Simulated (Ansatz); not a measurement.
# triplet C3H11AlO at 4 levels

Wanted: a comparison of 4 runs (U-wB97M-V/6-31G*, UB2PLYP/6-31G*, USVWN5/6-31G*, UCCSD(T)/6-31G*) of triplet C3H11AlO. 

The calculation is run with Ansatz 0.2.0.

71 further runs of the same task are left out: 2 that didn't finish, 69 set aside as unsound or not needed.

### 1 The molecule

C3H11AlO has 16 atoms, charge 0, and is taken as a triplet. As SMILES of the parent species, `C[Al-](C)(C)[OH2+]`. The shape is that of a PBE0-D4/def2-TZVP optimisation. This is one conformer, not always the lowest. That shape belongs to the parent species and isn't relaxed for this state.

Bond lengths: C1–Al2 1.979 Å, Al2–C3 1.979 Å, Al2–C4 1.966 Å, Al2–O5 2.056 Å, C1–H6 1.097 Å, C1–H7 1.096 Å, C1–H8 1.097 Å, C3–H9 1.097 Å, C3–H10 1.097 Å, C3–H11 1.096 Å, C4–H12 1.095 Å, C4–H13 1.096 Å, C4–H14 1.095 Å, O5–H15 0.964 Å, O5–H16 0.964 Å. Some angles: C1–Al2–C3 117.8°, C1–Al2–C4 117.9°, C1–Al2–O5 96.3°, C3–Al2–C4 118.0°, C3–Al2–O5 96.3°, C4–Al2–O5 102.6°, Al2–C1–H6 113.5°, Al2–C1–H7 110.5°, Al2–C1–H8 113.0°, Al2–C3–H9 113.0°.

### 2 A single-point energy at U-wB97M-V/6-31G(d) (spherical functions) (run 1)

run.yaml reads:

```yaml
crystal:
  periodic: [false, false, false]
  atoms:
    - {symbol: C, position_ang: [-0.637980, 0.723110, -1.712710]}
    - {symbol: Al, position_ang: [0.085580, -0.140530, -0.085580]}
    - {symbol: C, position_ang: [1.698930, 0.654370, 0.740480]}
    - {symbol: C, position_ang: [-0.210750, -2.071140, 0.142530]}
    - {symbol: O, position_ang: [-1.268240, 0.678630, 1.227590]}
    - {symbol: H, position_ang: [-0.585750, 1.818080, -1.686750]}
    - {symbol: H, position_ang: [-0.069050, 0.414640, -2.597260]}
    - {symbol: H, position_ang: [-1.679210, 0.445600, -1.917720]}
    - {symbol: H, position_ang: [1.843550, 0.343900, 1.782560]}
    - {symbol: H, position_ang: [1.707300, 1.750610, 0.717030]}
    - {symbol: H, position_ang: [2.601530, 0.334090, 0.207600]}
    - {symbol: H, position_ang: [-0.016600, -2.405220, 1.167190]}
    - {symbol: H, position_ang: [0.454110, -2.651670, -0.507280]}
    - {symbol: H, position_ang: [-1.233710, -2.369370, -0.110180]}
    - {symbol: H, position_ang: [-0.808840, 1.221910, 1.877580]}
    - {symbol: H, position_ang: [-1.880870, 1.252980, 0.754900]}
basis:
  gaussian:
    orbitals: 6-31G_st_-spherical.json
magnetization:
  spin_polarized: true
  initial_magnetization: 2
hamiltonian:
  xc: {name: wB97M-V}
accuracy: high
output:
  orbitals: {seedname: orbitals}
```

The basis set 6-31G* is read from a file made from the Basis Set Exchange's data (not shown).

Started as:

```bash
$ ansatz run run.yaml --threads 1 --pin off --max-ram 3480MiB --events-out events.jsonl --progress --plain --runs-dir runs
```

The log of the run, shortened:

```text
Warning: RAYON_NUM_THREADS=1 ignored (pool sized by the plan → 1); use --threads N
Functional definition: wB97M-V
  name "wB97M-V"
[...]
  gx(w, u) = 1 - cx + cx01*u + cx10*w
  gss(w, u) = css00 + css04*u^4 + css10*w + css20*w^2 + css43*w^4*u^3
  gos(w, u) = cos00 + cos10*w + (cos20 + cos21*u)*w^2 + (cos60 + cos61*u)*w^6
[...]
      + integral(e_c_pw_mod_opposite_spin*gos(b97_w_opposite, b97_u_opposite)) + vv10(b, c)
2389 factors; integrals over basis functions are off by at most 5.8e-9 eV
462 factors; integrals over basis functions are off by at most 2.0e-9 eV
[...]
mean field -11924.53843830 eV, -438.2187048649 hartree, gradient 1.9e-8 eV, S^2 2.006727; 6 other end points of the search recorded, 0 dependent functions left out
reference -11924.53844457 eV, -438.2187050954 hartree; 26, 24 occupied and 70, 72 virtual orbitals, 2389 factors
Total energy: -11924.53844457 eV, -438.2187050954 hartree
```

Run time: 11 min. Hardware: 1 thread of Arm Neoverse V1, shared host; peak memory 1.6 GiB.

### 3 The energy at UB2PLYP/6-31G(d) (spherical functions) (run 2)

job.yaml reads:

```yaml
crystal:
  periodic: [false, false, false]
  atoms:
    - {symbol: C, position_ang: [-0.637980, 0.723110, -1.712710]}
    - {symbol: Al, position_ang: [0.085580, -0.140530, -0.085580]}
    - {symbol: C, position_ang: [1.698930, 0.654370, 0.740480]}
    - {symbol: C, position_ang: [-0.210750, -2.071140, 0.142530]}
    - {symbol: O, position_ang: [-1.268240, 0.678630, 1.227590]}
    - {symbol: H, position_ang: [-0.585750, 1.818080, -1.686750]}
    - {symbol: H, position_ang: [-0.069050, 0.414640, -2.597260]}
    - {symbol: H, position_ang: [-1.679210, 0.445600, -1.917720]}
    - {symbol: H, position_ang: [1.843550, 0.343900, 1.782560]}
    - {symbol: H, position_ang: [1.707300, 1.750610, 0.717030]}
    - {symbol: H, position_ang: [2.601530, 0.334090, 0.207600]}
    - {symbol: H, position_ang: [-0.016600, -2.405220, 1.167190]}
    - {symbol: H, position_ang: [0.454110, -2.651670, -0.507280]}
    - {symbol: H, position_ang: [-1.233710, -2.369370, -0.110180]}
    - {symbol: H, position_ang: [-0.808840, 1.221910, 1.877580]}
    - {symbol: H, position_ang: [-1.880870, 1.252980, 0.754900]}
basis:
  gaussian:
    orbitals: 6-31G_st_-spherical.json
accuracy: high
correlation:
  frozen_orbitals: {Al: 5, C: 1, H: 0, O: 1}
hamiltonian:
  xc: {name: B2PLYP}
output: {orbitals: {seedname: orbitals}}
magnetization:
  spin_polarized: true
  initial_magnetization: 2
```

The basis set 6-31G* is read from a file made from the Basis Set Exchange's data (not shown).

Started as:

```bash
$ ansatz run job.yaml --threads 1 --pin off --max-ram 3480MiB --events-out events.jsonl --progress --plain --runs-dir runs
```

The log of the run, shortened:

```text
Warning: RAYON_NUM_THREADS=1 ignored (pool sized by the plan → 1); use --threads N
Functional definition: B2PLYP
  name "B2PLYP"
[...]
2389 factors; integrals over basis functions are off by at most 5.8e-9 eV
[...]
mean field -11912.34469221 eV, -437.7705929615 hartree, gradient 7.3e-8 eV, S^2 2.011722; 4 other end points of the search recorded, 0 dependent functions left out
9 core orbitals not correlated: weight in the atoms' cores, before any rotation towards them, 1.000 or more for the frozen orbitals, at most 0.000 for the correlated occupied ones
reference -11912.34472548 eV, -437.7705941840 hartree; 17, 15 occupied and 70, 72 virtual orbitals, 2389 factors
second order -21.57470500 eV of doubles, -0.00000000 eV of singles
Total energy: -11918.16989582 eV, -437.9846652459 hartree
```

It took 84 s on 1 thread of Arm Neoverse V1, shared host; peak memory 0.57 GiB.

### 4 A single-point energy at USVWN5/6-31G(d) (spherical functions) (run 3)

run.yaml, as its differences from that of step 2:

```diff
@@ -22,2 +22,3 @@
     orbitals: 6-31G_st_-spherical.json
+total_charge: 0
 magnetization:
@@ -26,3 +27,3 @@
 hamiltonian:
-  xc: {name: wB97M-V}
+  xc: {name: SVWN5}
 accuracy: high
```

The basis set 6-31G* is read from a file made from the Basis Set Exchange's data (not shown).

Started as:

```bash
$ ansatz run run.yaml --threads 1 --pin off --max-ram 3480MiB --events-out events.jsonl --progress --plain --runs-dir runs
```

The log of the run:

```text
Warning: RAYON_NUM_THREADS=1 ignored (pool sized by the plan → 1); use --threads N
Functional definition: SVWN5
  name "SVWN5"
  exchange = slater_x
  correlation = vwn5_c
2389 factors; integrals over basis functions are off by at most 5.8e-9 eV
mean field evaluation 1: about -11832.6617 eV, gradient 6.5e1 eV
mean field evaluation 2: about -11805.8535 eV, gradient 9.2e1 eV
mean field evaluation 4: about -11850.0256 eV, gradient 2.4e1 eV
mean field evaluation 8: about -11852.6538 eV, gradient 9.1e0 eV
mean field evaluation 16: about -11853.4179 eV, gradient 7.3e-1 eV
mean field evaluation 32: about -11847.1858 eV, gradient 2.3e1 eV
mean field evaluation 64: about -11849.8674 eV, gradient 2.9e0 eV
mean field evaluation 96: about -11853.3564 eV, gradient 7.7e-1 eV
mean field -11853.44434390 eV, -435.6060450851 hartree, gradient 9.8e-8 eV, S^2 2.001135; 8 other end points of the search recorded, 0 dependent functions left out
reference -11853.44434883 eV, -435.6060452665 hartree; 26, 24 occupied and 70, 72 virtual orbitals, 2389 factors
Total energy: -11853.44434883 eV, -435.6060452665 hartree
```

It took 34 s on 1 thread of Arm Neoverse V1, shared host; peak memory 0.36 GiB.

### 5 The energy at UCCSD(T)/6-31G(d) (spherical functions) (run 4)

job.yaml, as its differences from that of step 3:

```diff
@@ -22,8 +22,2 @@
     orbitals: 6-31G_st_-spherical.json
-accuracy: high
-correlation:
-  frozen_orbitals: {Al: 5, C: 1, H: 0, O: 1}
-hamiltonian:
-  xc: {name: B2PLYP}
-output: {orbitals: {seedname: orbitals}}
 magnetization:
@@ -31 +25,7 @@
   initial_magnetization: 2
+correlation:
+  method: ccsd_t
+  frozen_orbitals: {Al: 5, C: 1, H: 0, O: 1}
+accuracy: high
+scf:
+  omitted_lower_state_checks: [cluster_reference, increment]
```

The basis set 6-31G* is read from a file made from the Basis Set Exchange's data (not shown).

Started as:

```bash
$ ansatz run job.yaml --threads 1 --pin off --max-ram 3480MiB --events-out events.jsonl --progress --plain --runs-dir runs
```

The log of the run:

```text
Warning: RAYON_NUM_THREADS=1 ignored (pool sized by the plan → 1); use --threads N
[... 19 lines left out ...]
9 core orbitals not correlated: weight in the atoms' cores, before any rotation towards them, 1.000 or more for the frozen orbitals, at most 0.000 for the correlated occupied ones
[... 49 lines left out ...]
Total energy: -11898.20374632 eV, -437.2509227853 hartree
Checks for a lower state left out: cluster_reference, increment
```

Run time: 5.1 min. Hardware: 1 thread of Arm Neoverse V1, shared host; peak memory 1.5 GiB.

### 6 Overview of the runs

```
run                                   level  frozen core orbitals  energy (Eh)  HOMO energy (eV)   ⟨S²⟩  wall time
  1  U-wB97M-V/6-31G* (spherical functions)                     –  -438.218705             -2.21  2.007     11 min
  2    UB2PLYP/6-31G* (spherical functions)                     9  -437.984665             -0.99  2.012       84 s
  3     USVWN5/6-31G* (spherical functions)                     –  -435.606045             -0.35  2.001       34 s
  4   UCCSD(T)/6-31G* (spherical functions)                     9  -437.250923                 –  2.012    5.1 min
```

### 7 Outcome

```
                                          quantity          value
                               run 4: total energy  -437.25092 Eh
run 4: correlation energy (9 core orbitals frozen)     -718.9 mEh
                             run 4: (T) correction     -18.10 mEh
          run 4: ⟨S²⟩ of the reference determinant          2.012
                              run 4: T1 diagnostic          0.027
```

**Reading.** Totals of different functionals can't be ranked against each other. All runs together took 18 min, the longest 11 min.
